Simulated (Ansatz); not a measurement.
# KSi₂H₆+: molecular dynamics

Aim: follow the atoms for 60 steps of 0.75 fs at constant energy, with velocities drawn for 500 K.

Method: PBE0-D4/def2-SVP; program: Ansatz 0.2.0, Gaussian basis.

## (1) Where the work starts

The start, a pair relaxed at PBE0-D4: SMILES `[K+].[SiH3][SiH3]`, 9 atoms, charge 1, spin multiplicity 1.

Atoms are counted from 1 here; the program's logs count them from 0.

Bond lengths: Si2–Si3 2.340 Å, Si2–H4 1.484 Å, Si2–H5 1.482 Å, Si2–H6 1.482 Å, Si3–H7 1.503 Å, Si3–H8 1.504 Å, Si3–H9 1.484 Å. Angles: Si3–Si2–H4 107.5°, Si3–Si2–H5 108.2°, Si3–Si2–H6 108.2°, H4–Si2–H5 110.7°, H4–Si2–H6 110.8°, H5–Si2–H6 111.3°, Si2–Si3–H7 111.3°, Si2–Si3–H8 111.2°, Si2–Si3–H9 115.9°, H7–Si3–H8 103.7°, H7–Si3–H9 107.0°, H8–Si3–H9 106.9°.

Geometry (Å):

```xyz
9
H6KSi2
K    -0.54049    0.31200   -4.22739
Si   -0.39948   -0.30426    1.61932
Si    0.53925    0.21628   -0.45998
H    -1.81106   -0.69842    1.38467
H     0.36862   -1.42754    2.20685
H    -0.32685    0.90347    2.47547
H    -0.23522    1.30320   -1.15221
H     0.44489   -0.94778   -1.40694
H     1.96033    0.64316   -0.43978
```

## (2) The run

Input file md/in.yaml:

```yaml
crystal:
  periodic: [false, false, false]
  atoms:
    - {symbol: K, position_ang: [-0.540492, 0.311998, -4.227386]}
    - {symbol: Si, position_ang: [-0.399479, -0.304258, 1.619321]}
    - {symbol: Si, position_ang: [0.539247, 0.216277, -0.459983]}
    - {symbol: H, position_ang: [-1.811055, -0.698419, 1.384671]}
    - {symbol: H, position_ang: [0.368621, -1.427544, 2.206846]}
    - {symbol: H, position_ang: [-0.326853, 0.903471, 2.475470]}
    - {symbol: H, position_ang: [-0.235216, 1.303195, -1.152210]}
    - {symbol: H, position_ang: [0.444893, -0.947782, -1.406945]}
    - {symbol: H, position_ang: [1.960332, 0.643163, -0.439783]}
basis:
  gaussian: {orbitals: def2-SVP}
total_charge: 1
hamiltonian: {xc: pbe0, dispersion: d4}
md: {n_steps: 60, timestep: 0.75, temperature: 500, ensemble: nve, seed: 336, initial_velocities: maxwell_boltzmann}
```

Launch:

```sh
$ ansatz run in.yaml --threads 4 --pin off --events-out ev --progress --plain --max-ram 9574MiB
```

**Question.** What will these runs give? Wanted: temperature at the start; mean temperature, second half; lowest and highest potential energy, from the first frame; largest change of potential + kinetic.

The runs gave:

| quantity | value |
| --- | --- |
| length | 60 steps, 45.0 fs |
| temperature at the start | 500 K |
| mean temperature, second half | 286 K |
| lowest and highest potential energy, from the first frame | 0 and 321 meV |
| largest change of potential + kinetic | 5.6 meV |

With no thermostat the total energy should stay fixed; it holds within 5.6 meV, small beside the kinetic energy, so the time step serves. The temperature runs between 151 and 500 K. The molecule keeps its bonds.
